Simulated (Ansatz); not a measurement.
# SiH3Br (singlet): from Hartree-Fock to the top rungs at distance Br1–H2 along a hydrogen transfer = 1.727 Å, cc-pVDZ

Aim: climb from Hartree-Fock through coupled cluster and multireference methods for SiH3Br (singlet) at one geometry and basis, and see what each rung misses.

The runs use Ansatz 0.2.0, Gaussian basis; cc-pVDZ, core rule «outside noble gas», up to 19 orbitals frozen.

To be run: UHF; CCSD(T) on RHF; CCSD(T) on UHF; BCCD(T) on RHF; CISD; CCSDT(Q) on RHF; CCSDT(Q) on UHF; CASSCF and MRCISD+Q, 2 electrons in 2 orbitals; CASSCF and NEVPT2, 2 electrons in 2 orbitals; CASSCF and NEVPT2, 14 electrons in 11 orbitals.

3 further runs of the same task are left out: 1 for a mislabelled method, 2 that didn't finish.

**1. What is computed**

The geometry derives from fragments relaxed apart (PBE0/def2-TZVP) and kept rigid, so it is no stationary point. A hydrogen atom is moved between rigid fragments. No spin-orbit coupling is included. The filled d shell of Br may be among the frozen orbitals whatever the setting's name suggests; the logs give the count.

5 atoms, charge 0, spin multiplicity 1.

Atoms are counted from 1 here; the program's logs count them from 0.

Bond lengths: Br1–H2 1.727 Å, H2–Si3 1.562 Å, Si3–H4 1.526 Å, Si3–H5 1.526 Å. Angles: Br1–H2–Si3 180.0°, H2–Si3–H4 113.7°, H2–Si3–H5 113.7°, H4–Si3–H5 91.2°.

**2. UHF**

Contents of in.yaml:

```yaml
crystal:
  periodic: [false, false, false]
  atoms:
    - {symbol: Br, position_ang: [-0.918613, 0.015876, 0.000000]}
    - {symbol: H, position_ang: [0.808387, 0.015876, 0.000000]}
    - {symbol: Si, position_ang: [2.370387, 0.015876, 0.000000]}
    - {symbol: H, position_ang: [2.982568, -0.858408, 1.090012]}
    - {symbol: H, position_ang: [2.982568, -0.858408, -1.090012]}
basis:
  gaussian: {orbitals: cc-pVDZ}
magnetization: {spin_polarized: true, initial_magnetization: 0}
hamiltonian: {xc: hf}
output: {orbitals: {seedname: orbitals}}
```

The run is started by

```
> ansatz run in.yaml --threads 1 --pin off --events-out ev --progress --plain --max-ram 2393MiB
```

Further steps of the session: CCSD(T) on RHF; CCSD(T) on UHF; BCCD(T) on RHF; CISD; CCSDT(Q) on RHF; CCSDT(Q) on UHF; CASSCF and MRCISD+Q, 2 electrons in 2 orbitals; CASSCF and NEVPT2, 2 electrons in 2 orbitals; CASSCF and NEVPT2, 14 electrons in 11 orbitals.

Q: Predict the results of all the runs planned. Wanted: RCCSDT(Q) below the RHF energy; RMP2 from RCCSDT(Q); UMP2 from RCCSDT(Q); RCCSD from RCCSDT(Q); RCCSD(T) from RCCSDT(Q); UCCSD(T) from RCCSDT(Q); UCCSDT(Q) from RCCSDT(Q); NEVPT2 pair from RCCSDT(Q); MRCISD+Q pair from RCCSDT(Q).

As calculated:

| quantity | value |
| --- | --- |
| RCCSDT(Q) below the RHF energy | -7.8736 eV |
| RMP2 from RCCSDT(Q) | +137.6 kJ/mol |
| UMP2 from RCCSDT(Q) | +147.5 kJ/mol |
| RCCSD from RCCSDT(Q) | +33.1 kJ/mol |
| RCCSD(T) from RCCSDT(Q) | +7.1 kJ/mol |
| UCCSD(T) from RCCSDT(Q) | +17.2 kJ/mol |
| UCCSDT(Q) from RCCSDT(Q) | +0.4 kJ/mol |
| NEVPT2 pair from RCCSDT(Q) | +108.6 kJ/mol |
| MRCISD+Q pair from RCCSDT(Q) | +6.4 kJ/mol |
| NEVPT2 valence from RCCSDT(Q) | +136.8 kJ/mol |
| levels within 1 kcal/mol (43 meV) | RCCSDT, UCCSDT, UCCSDT(Q) |
| T1 diagnostic | 0.023 |
| effectively unpaired electrons | 0.38 |

In words: RCCSD(T) lands +7.1 kJ/mol from the yardstick (0.9 % of the correlation energy). CCSD(T) misses by +7.1 kJ/mol on the restricted determinant and by +17.2 kJ/mol on the unrestricted one; the two need not hold the same state or core. The occupations show some static correlation. Of the multireference levels listed MRCISD+Q pair comes nearest in total energy (+6.4 kJ/mol), which doesn't show that its space is the better one. These misses are within one basis, not against nature.
